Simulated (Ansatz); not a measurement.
Write a Python script for the Python package of Ansatz (0.2.0) that makes a single point in a Gaussian basis of CH7ClFPSi2, SMILES FC(Cl)[SiH2][SiH2]P. Level of theory: Hartree-Fock, 6-31G* basis, multiplicity 1.

```xyz
13

F    -3.3852    0.5494    0.1773
C    -2.2289   -0.0851    0.5877
Cl   -2.4644   -1.8465    0.5139
Si   -0.8192    0.4097   -0.5331
Si    1.0905   -0.4757    0.2129
P     2.7437    0.1368   -1.1142
H    -1.9940    0.2141    1.6298
H    -1.0826   -0.0665   -1.8990
H    -0.6954    1.8747   -0.5417
H     0.9812   -1.9419    0.2202
H     1.3505    0.0065    1.5773
H     2.7301    1.5129   -0.6489
H     3.7738   -0.2884   -0.1824
```

`energy.py`:
```python
# -*- coding: utf-8 -*-
import sys

import ansatz as az


def main():
    molecule = (
        az.Crystal.molecule()
        .atom("F", [-3.3852, 0.5494, 0.1773])
        .atom("C", [-2.2289, -0.0851, 0.5877])
        .atom("Cl", [-2.4644, -1.8465, 0.5139])
        .atom("Si", [-0.8192, 0.4097, -0.5331])
        .atom("Si", [1.0905, -0.4757, 0.2129])
        .atom("P", [2.7437, 0.1368, -1.1142])
        .atom("H", [-1.994, 0.2141, 1.6298])
        .atom("H", [-1.0826, -0.0665, -1.899])
        .atom("H", [-0.6954, 1.8747, -0.5417])
        .atom("H", [0.9812, -1.9419, 0.2202])
        .atom("H", [1.3505, 0.0065, 1.5773])
        .atom("H", [2.7301, 1.5129, -0.6489])
        .atom("H", [3.7738, -0.2884, -0.1824])
    )

    calc = (
        molecule.calculation()
        .basis(gaussian="6-31G*")
        .functional("HF")
    )
    try:
        r = calc.run(threads=1, pin="off").report
    except az.AnsatzError as error:
        sys.exit(f"{type(error).__name__}: {error}")

    print("reference energy %16.6f eV" % r["reference_energy_ev"])
    print("total energy     %16.6f eV" % r["free_energy_ev"])
    print("occupied (up, down):", r["n_occupied"], " virtual:", r["n_virtual"], " frozen:", r["n_frozen"])


if __name__ == "__main__":
    main()
```

```console
$ python energy.py
reference energy    -41344.522722 eV
total energy        -41344.522722 eV
occupied (up, down): [41, 41]  virtual: [79, 79]  frozen: 0
```

Notes:
- Total energies depend on the basis set; only differences at equal settings carry meaning.
- The geometry is a force-field or estimated start, not a minimum of this method, and the basis set is short of its limit.
- It ran for 3.1 s on 1 thread of Arm Neoverse V1, with other jobs on the host, peak memory 0.32 GiB.

(A comment or docstring line of the script was reworded after the run, the code is as it ran; lines on the test bed's own set-up are left out of the output.)
